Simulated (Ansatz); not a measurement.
# BCl₂GeH₃: basis-set convergence

The task here is to estimate one member of a computed series from the others.

Program: Ansatz 0.2.0, Gaussian basis. Level of theory: one geometry, several basis sets. These are calculated values, not measurements.

Plan: PBE0-D4/def2-SVP; ωB97M-V/def2-SVP; PBE0-D4/def2-QZVPP; ωB97M-V/def2-QZVPP; the functionals' def2-TZVPP values are taken from earlier runs.

## The geometry

All runs share one geometry, relaxed beforehand with PBE0-D4 in a triple-zeta def2 set.

SMILES `Cl[B](Cl)[GeH3]`, 7 atoms, charge 0, spin multiplicity 1.

Atoms are counted from 1 here; the program's logs count them from 0.

Bond lengths: Cl1–B2 1.741 Å, B2–Cl3 1.743 Å, B2–Ge4 2.068 Å, Ge4–H5 1.538 Å, Ge4–H6 1.538 Å, Ge4–H7 1.535 Å. Angles: Cl1–B2–Cl3 118.5°, Cl1–B2–Ge4 121.7°, Cl3–B2–Ge4 119.8°, B2–Ge4–H5 109.4°, B2–Ge4–H6 109.3°, B2–Ge4–H7 111.8°, H5–Ge4–H6 107.9°, H5–Ge4–H7 109.2°, H6–Ge4–H7 109.2°.

As a file:

```mol
BCl2GeH3
  3D, bonds by distance, orders not assigned

  7  6  0  0  0  0  0  0  0  0999 V2000
    1.7495   -1.4282    1.2087 Cl  0  0
    0.2064   -1.0219    0.5115 B   0  0
   -1.0824   -2.1918    0.6047 Cl  0  0
   -0.1231    0.7985   -0.4122 Ge  0  0
   -0.5562    0.5606   -1.8683 H   0  0
   -1.2661    1.5343    0.3067 H   0  0
    1.1333    1.6805   -0.3967 H   0  0
  1  2  8  0
  2  3  8  0
  2  4  8  0
  4  5  8  0
  4  6  8  0
  4  7  8  0
M  END
```

The first run:

in.yaml

```yaml
crystal:
  periodic: [false, false, false]
  atoms:
    - {symbol: Cl, position_ang: [1.749483, -1.428176, 1.208661]}
    - {symbol: B, position_ang: [0.206434, -1.021888, 0.511498]}
    - {symbol: Cl, position_ang: [-1.082439, -2.191765, 0.604683]}
    - {symbol: Ge, position_ang: [-0.123133, 0.798523, -0.412224]}
    - {symbol: H, position_ang: [-0.556201, 0.560552, -1.868343]}
    - {symbol: H, position_ang: [-1.266108, 1.534322, 0.306687]}
    - {symbol: H, position_ang: [1.133265, 1.680531, -0.396661]}
basis:
  gaussian: {orbitals: def2-SVP}
hamiltonian: {xc: pbe0, dispersion: d4}
output: {orbitals: {seedname: orbitals}}
```

Among the steps run: PBE0-D4 in def2-SVP; ωB97M-V in def2-SVP; PBE0-D4 in def2-QZVPP; ωB97M-V in def2-QZVPP.

One of the session's tables, all rows but one given; the rest of the session is left out.

It belongs to the step «Functionals by basis». 

```
functional       basis  HOMO (eV)  LUMO (eV)
   PBE0-D4    def2-SVP      -8.19      -1.91
   PBE0-D4  def2-TZVPP      -8.28      -2.11
   PBE0-D4  def2-QZVPP      -8.30      -2.16
   ωB97M-V    def2-SVP     -10.26       0.21
   ωB97M-V  def2-TZVPP          ?          ?
   ωB97M-V  def2-QZVPP     -10.42      -0.11
```

Q: Estimate the row for ωB97M-V, def2-TZVPP from the others.

**Answer.** HOMO (eV): -10.39; LUMO (eV): -0.04. In the column «HOMO (eV)» it lies between ωB97M-V, def2-QZVPP (-10.42) and ωB97M-V, def2-SVP (-10.26).
